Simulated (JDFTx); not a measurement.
## Sn under changes of volume

One of the cells (27.205 Å³/atom); the others are scaled copies at fixed shape and fractional positions:

```
Sn
1.0
    -1.89465    1.89465    1.89465
     1.89465   -1.89465    1.89465
     1.89465    1.89465   -1.89465
Sn
1
Direct
  0.00000 0.00000 0.00000
```

This isn't the form of Sn at room conditions, which is tetragonal (white tin).

```yaml
Program: JDFTx 1.7.0 (patched build)
Functional: PBEsol
Potentials_or_basis: PseudoDojo-SR-PBEsol-0.4.1-standard with smoothed tails
Cutoff: 980 eV
Density_cutoff: 3918 eV
k_mesh: 10 × 10 × 10
Occupations: fermi-dirac, width 0.05 eV
Spin: no spin polarisation
```

| volume (Å³/atom) | energy over the lowest point (meV/atom) | pressure (GPa) |
| --- | --- | --- |
| 25.573 | 1.19 | 1.0 |
| 26.117 | 0.00 | -0.2 |
| 26.661 | 2.47 | -1.2 |
| 27.205 | 8.13 | -2.1 |
| 27.749 | 16.63 | -2.9 |
| 28.293 | ? | ? |
| 28.837 | 41.05 | -4.2 |

Question: What does the run at 28.293 Å³/atom give?

Answer: Energy over the lowest point 27.69 meV/atom; pressure -3.6 GPa.

Worked out: A Birch-Murnaghan fit of order 3 (a polynomial in V^(-2/3)) to the other rows has its minimum at 26.01 Å³/atom with B0 = V·E''(V) = 52 GPa and B' = 4.6. It gives 27.71 meV/atom at 28.293 Å³/atom, against the run's 27.69, and -dE/dV = -3.6 GPa, against -3.6.

Energies are extrapolated to zero smearing.
